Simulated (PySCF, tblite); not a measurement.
# C3H3F3GeO2: geometry, infrared bands and NMR shifts

Wanted: the infrared bands and NMR shifts of C3H3F3GeO2 (`F[C]1=C(OC(F)F)[O][GeH2]1`), by calculation.

Computed with tblite 0.8.0 and PySCF 2.14.0, with density-fitted response routines of our own, on a single molecule in the gas phase. Atoms count from 0, in the outputs and in this text.

## Step 1: The starting structure

12 atoms, charge 0, multiplicity 1; geometry from: force field or distance geometry start.

Bonds of the start (Å): F0–C1 1.34, C1–C2 1.31, C2–O3 1.43, O3–C4 1.43, C4–F5 1.39, C4–F6 1.38, C2–O7 1.38, O7–Ge8 1.78, Ge8–C1 1.90, C4–H9 1.11, Ge8–H10 1.54, Ge8–H11 1.54.

## Step 2: Geometry optimisation with GFN2-xTB

Job settings and geometry (Å):

```
{"job": {"kind": "relax", "xc": "GFN2-xTB", "basis": "xTB"}, "charge": 0, "multiplicity": 1}
F     -0.223500    -1.901300    -0.754300
C      0.502500    -0.826500    -0.423000
C      0.247500     0.453300    -0.352500
O     -0.975100     1.131000    -0.661100
C     -2.050100     0.768700     0.214900
F     -3.156100     1.492500    -0.203000
F     -2.271200    -0.581300     0.027100
O      1.446500     0.989000     0.071000
Ge     2.290800    -0.571400     0.157300
H     -1.769500     1.010900     1.257100
H      3.348100    -0.853400    -0.927400
H      2.611200    -1.112200     1.567900
```

Launch:

```console
> OMP_NUM_THREADS=1 python probes_run.py task.json out
```

The driver reads the jobs from task.json and runs them one after another.

The program printed:

```text
step      E/eV     max force
  0    -874.48691    2.789
  1    -874.83162    1.776
  2    -874.99084    1.234
  3    -875.06511    0.891
  4    -875.12096    0.520
  5    -875.14129    0.450
  6    -875.19946    0.610
  7    -875.23137    0.553
  8    -875.26245    0.439
  9    -875.27476    0.295
 10    -875.28368    0.283
 11    -875.29234    0.240
 12    -875.30115    0.237
 13    -875.30472    0.129
 14    -875.30608    0.094
 15    -875.30740    0.111
 16    -875.30899    0.140
 17    -875.31062    0.121
 18    -875.31211    0.095
 19    -875.31374    0.106
 20    -875.31587    0.161
 21    -875.31816    0.175
 22    -875.31971    0.112
 23    -875.32042    0.075
 24    -875.32084    0.064
 25    -875.32133    0.075
 26    -875.32195    0.086
 27    -875.32263    0.095
 28    -875.32332    0.098
 29    -875.32412    0.093
 30    -875.32508    0.088
 31    -875.32610    0.089
 32    -875.32692    0.059
 33    -875.32749    0.053
 34    -875.32792    0.060
 35    -875.32836    0.063
 36    -875.32889    0.057
 37    -875.32959    0.067
 38    -875.33055    0.102
 39    -875.33174    0.113
 40    -875.33283    0.102
 41    -875.33355    0.082
 42    -875.33403    0.085
 43    -875.33429    0.171
 44    -875.33525    0.111
 45    -875.33681    0.089
 46    -875.34046    0.362
 47    -875.34250    0.123
 48    -875.34654    0.163
 49    -875.33129    0.868
 50    -875.35210    0.140
 51    -875.35584    0.154
 52    -875.35136    0.801
 53    -875.36461    0.172
 54    -875.36969    0.201
 55    -875.36259    0.940
 56    -875.38168    0.256
 57    -875.38767    0.284
 58    -875.39215    0.851
 59    -875.40943    0.277
 60    -875.41755    0.269
 61    -875.42687    0.763
 62    -875.44660    0.205
 63    -875.45585    0.193
 64    -875.46170    0.689
 65    -875.47684    0.188
 66    -875.48083    0.195
 67    -875.49018    0.241
 68    -875.49484    0.235
 69    -875.50293    0.225
 70    -875.51013    0.226
 71    -875.51859    0.292
 72    -875.52520    0.242
 73    -875.53280    0.306
 74    -875.54011    0.192
 75    -875.54505    0.272
 76    -875.54979    0.328
 77    -875.55378    0.197
 78    -875.55785    0.142
 79    -875.56110    0.140
 80    -875.56397    0.151
 81    -875.56755    0.148
 82    -875.57011    0.111
 83    -875.57214    0.106
 84    -875.57380    0.097
 85    -875.57581    0.148
 86    -875.57756    0.127
 87    -875.57903    0.088
 88    -875.57999    0.082
 89    -875.58084    0.091
 90    -875.58197    0.120
 91    -875.58387    0.130
 92    -875.58713    0.158
 93    -875.59170    0.178
 94    -875.59627    0.147
 95    -875.59925    0.109
 96    -875.60028    0.078
 97    -875.60070    0.070
 98    -875.60118    0.057
 99    -875.60183    0.064
100    -875.60227    0.060
101    -875.60262    0.034
102    -875.60276    0.032
103    -875.60282    0.023
104    -875.60285    0.012
105    -875.60287    0.012
106    -875.60288    0.009
```

Run time: 2.5 s. Hardware: 1 thread of Intel Xeon at 2.50GHz, shared host.

Relaxation path: (not every step is listed)

```csv
step,energy from step 0 (eV),largest force (eV/Å)
0,0.0000,2.7885
1,-0.3447,1.7759
2,-0.5039,1.2344
3,-0.5782,0.8911
4,-0.6341,0.5195
5,-0.6544,0.4499
6,-0.7126,0.6104
7,-0.7445,0.5527
8,-0.7755,0.4391
17,-0.8237,0.1208
26,-0.8350,0.0861
35,-0.8415,0.0627
44,-0.8483,0.1108
53,-0.8777,0.1719
62,-0.9597,0.2053
71,-1.0317,0.2922
80,-1.0771,0.1511
89,-1.0939,0.0907
98,-1.1143,0.0569
101,-1.1157,0.0336
102,-1.1159,0.0321
103,-1.1159,0.0232
104,-1.1159,0.0117
105,-1.1160,0.0124
106,-1.1160,0.0090
```

Distances of close pairs at the start and the end, largest changes first:

```csv
bond,before (Å),after (Å),change (Å)
O7–Ge8,1.776,1.907,+0.130
C2–O3,1.432,1.347,-0.084
O3–C4,1.433,1.364,-0.069
C1–Ge8,1.897,1.942,+0.044
C4–F6,1.381,1.338,-0.043
C4–F5,1.386,1.350,-0.036
Ge8–H11,1.544,1.508,-0.036
Ge8–H10,1.541,1.507,-0.034
```

The next job starts from the end point, and lists it.

## Step 3: Harmonic vibrations with GFN2-xTB

Job settings and geometry (Å):

```
{"job": {"kind": "ir", "xc": "GFN2-xTB", "basis": "xTB"}, "charge": 0, "multiplicity": 1}
F      0.410322    -2.336481    -1.568119
C      0.720331    -1.316366    -0.754659
C     -0.066287    -0.369791    -0.223706
O     -1.394986    -0.188442    -0.355204
C     -1.931470     0.913255     0.244618
F     -1.999073     1.940093    -0.628894
F     -3.192422     0.628950     0.589147
O      0.663851     0.469537     0.544471
Ge     2.249279    -0.501711     0.122067
H     -1.374906     1.253372     1.133278
H      3.136782     0.495219    -0.576634
H      2.779777    -0.988322     1.447609
```

The program printed:

```text
mode    cm-1     km/mol
  1      19.6      1.41
  2      51.1      0.60
  3     120.6      3.90
  4     127.5      2.55
  5     208.7      4.34
  6     235.9      1.54
  7     312.2     50.95
  8     343.6     19.99
  9     414.8     28.77
 10     438.4     14.95
 11     470.9     22.39
 12     503.9     18.39
 13     534.8      7.12
 14     558.9     63.89
 15     588.9     51.70
 16     635.6      8.29
 17     661.3     12.56
 18     766.2    255.01
 19     939.2      2.13
 20    1016.7    284.29
 21    1082.1    200.17
 22    1114.5    443.91
 23    1168.4    440.68
 24    1256.4     53.49
 25    1262.0    285.37
 26    1283.2      9.54
 27    1698.9    163.33
 28    1901.6    135.82
 29    1977.4    420.67
 30    2913.6     19.67
```

Wall time 1.2 s (1 thread of Intel Xeon at 2.50GHz, shared host).

The strongest bands and the atoms that carry them (share of the mass-weighted mode):

```csv
cm⁻¹,km/mol,atoms
766,255.0,"H10 47 %, H11 47 %"
1017,284.3,"C4 62 %, F5 33 %"
1082,200.2,"C4 52 %, F6 31 %"
1114,443.9,"C4 46 %, O3 46 %"
1168,440.7,"C1 43 %, C2 21 %, F0 17 %, O7 11 %"
1262,285.4,"C2 46 %, H9 23 %, O3 14 %"
1699,163.3,"C2 50 %, C1 46 %"
1977,420.7,"H10 58 %, H11 41 %"
```

## Step 4: Shielding tensors: PBE0/pcSseg-1

Settings changed since step 3:

```diff
@@ -1,2 +1,2 @@
-{"job": {"kind": "ir", "xc": "GFN2-xTB", "basis": "xTB"}, "charge": 0, "multiplicity": 1}
+{"job": {"kind": "nmr", "xc": "PBE0", "basis": "pcSseg-1"}, "charge": 0, "multiplicity": 1}
 F      0.410322    -2.336481    -1.568119
```

Level: GIAO PBE0/pcSseg-1 NMR shielding, non-relativistic, gas phase.

The program printed:

```text
coarse grid: 56632 points
cycle   1  E = -2641.6962372703  dE =  1.122e+00  |g| = 1.391e+00  |ddm| = 3.469e+00
cycle   2  E = -2641.3742958548  dE =  3.219e-01  |g| = 1.942e+00  |ddm| = 1.865e+00
cycle   3  E = -2641.9237316031  dE = -5.494e-01  |g| = 3.196e-01  |ddm| = 1.302e+00
cycle   4  E = -2641.9399528347  dE = -1.622e-02  |g| = 1.295e-01  |ddm| = 3.063e-01
cycle   5  E = -2641.9429977700  dE = -3.045e-03  |g| = 3.240e-02  |ddm| = 1.132e-01
cycle   6  E = -2641.9431645039  dE = -1.667e-04  |g| = 8.909e-03  |ddm| = 3.118e-02
cycle   7  E = -2641.9431769968  dE = -1.249e-05  |g| = 2.559e-03  |ddm| = 7.887e-03
cycle   8  E = -2641.9431780791  dE = -1.082e-06  |g| = 6.524e-04  |ddm| = 1.983e-03
final grid: 120008 points
cycle   9  E = -2641.9431545961  dE =  9.678e-08  |g| = 1.032e-03  |ddm| = 1.274e-03
cycle  10  E = -2641.9431542146  dE =  3.815e-07  |g| = 1.740e-03  |ddm| = 1.725e-03
cycle  11  E = -2641.9431547851  dE = -5.705e-07  |g| = 1.346e-04  |ddm| = 1.154e-03
cycle  12  E = -2641.9431547884  dE = -3.272e-09  |g| = 2.323e-05  |ddm| = 1.105e-04
cycle  13  E = -2641.9431547885  dE = -9.641e-11  |g| = 6.730e-06  |ddm| = 1.924e-05
converged SCF energy = -2641.9431547885

GIAO shielding tensors (ppm)
atom      isotropic    diamagn.    paramagn.     s11        s22        s33       span
  0 F      360.577     469.837    -109.260    335.749    369.253    376.728     40.979
  1 C       61.839     250.468    -188.629     20.550     68.530     96.438     75.888
  2 C       29.959     253.854    -223.896    -36.142     59.985     66.032    102.174
  3 O      144.811     398.729    -253.918     95.611    145.033    193.788     98.176
  4 C       67.085     240.906    -173.821     48.795     67.941     84.520     35.726
  5 F      262.926     471.534    -208.608    170.253    276.321    342.205    171.953
  6 F      286.245     467.441    -181.196    187.458    320.080    351.198    163.740
  7 O      253.899     402.500    -148.601    182.093    270.908    308.695    126.603
  8 Ge    1328.960    2757.100   -1428.140   1248.488   1310.816   1427.576    179.087
  9 H       24.327      28.609      -4.282     20.167     25.562     27.253      7.086
 10 H       25.643      27.974      -2.330     19.302     20.959     36.669     17.367
 11 H       25.578      27.873      -2.295     19.322     20.790     36.622     17.300
```

It took 82 s on 1 thread of Intel Xeon at 2.50GHz, shared host; peak memory 0.79 GiB.

The references, computed at this level on geometries of the same kind, shield at (ppm): 1H TMS 31.72, 13C TMS 186.9, 19F CFCl3 170.9, 17O H2O 336.1, 73Ge GeMe4 1331. Their shielding less the atom's gives the shift. The references are single molecules in the gas phase, so shifts against H2O, NH3, PH3, H3PO4 or CFCl3 are not on the usual liquid scales and can be off by tens of ppm. Atoms listed in one row are averaged.

```csv
atoms,environment,σ (ppm),δ (ppm)
C2,alkene carbon bearing oxygen,30.0,157.0
C1,β carbon of an enol-ether or enamine type C=C,61.8,125.1
C4,sp3 CH bonded to 2 F and O,67.1,119.8
H9,hydrogen on an sp3 CH bonded to 2 F and O,24.33,7.39
"H10, H11","hydrogen on a germanium bonded to C, O, in a 4-membered ring",25.61,6.11
"F5, F6",fluorine of a CF2 group,274.6,-103.6
F0,vinylic fluorine,360.6,-189.6
O3,ether oxygen,144.8,191.3
O7,"oxygen bonded to C, Ge, in a 4-membered ring",253.9,82.2
Ge8,"germanium bonded to C, O, 2 H, in a 4-membered ring",1329,2
```

Charges from the same density, by scheme (e):

```csv
atoms,Mulliken,IAO,Hirshfeld,ESP fit
F0,-0.26,-0.25,-0.10,-0.08
C1,-0.07,-0.10,-0.09,-0.30
C2,0.50,0.36,0.11,0.34
O3,-0.44,-0.31,-0.11,-0.19
C4,0.67,0.61,0.21,0.46
"F5, F6",-0.28,-0.29,-0.11,-0.21
O7,-0.65,-0.59,-0.24,-0.48
Ge8,0.64,0.85,0.45,0.71
```

Mayer bond orders: F0–C1 0.96, C1–C2 1.49, C2–O3 1.01, O3–C4 0.98, C4–F5 0.99, C4–F6 1.02, C2–O7 1.05, O7–Ge8 0.64, Ge8–C1 1.00.

Ring of atoms C1, C2, O7, Ge8: NICS(0) -11.7, NICS(1) -2.2, NICS(1)zz 0.4 ppm (means of both faces).

## Step 5: Summary of results

| quantity | value |
| --- | --- |
| strongest single infrared mode (GFN2-xTB) | 1114 cm⁻¹, 444 km/mol |
| zero-point energy (GFN2-xTB) | 35.2 kcal/mol |
| 13C shifts against TMS (PBE0/pcSseg-1) | 157.0, 125.1, 119.8 ppm |
| 1H shifts against TMS (PBE0/pcSseg-1, means over atoms taken as alike) | 7.39, 6.11 ppm |
| 19F shifts against CFCl3 (PBE0/pcSseg-1, means over atoms taken as alike) | -103.6, -189.6 ppm |
| 17O shifts against H2O (PBE0/pcSseg-1) | 191.3, 82.2 ppm |
| 73Ge shifts against GeMe4 (PBE0/pcSseg-1) | 2 ppm |

In words: The optimisation took 106 steps and gained 1.116 eV; among the close pairs (by a distance rule), O7–Ge8 changed most, from 1.776 to 1.907 Å. All 30 modes are real, so the xTB geometry is a minimum. The strongest single mode, at 1114 cm⁻¹, moves mainly C4 and O3. GFN2-xTB is a fitted tight-binding method: band positions and strengths are rough. Its intensities can rank the bands wrongly. C2 (alkene carbon bearing oxygen) lies farthest downfield among carbon, at 157.0 ppm; an sp2 carbon further deshielded by the attached heteroatom. H9 (hydrogen on an sp3 CH bonded to 2 F and O) lies farthest downfield among hydrogen, at 7.39 ppm; its carbon carries F and O, an electronegative neighbour. At PBE0/pcSseg-1: The largest span, 179 ppm, is at Ge8, where the paramagnetic term is -1428 ppm. Spin-orbit coupling is left out, which matters for shieldings and couplings at and beside the heavy atoms.
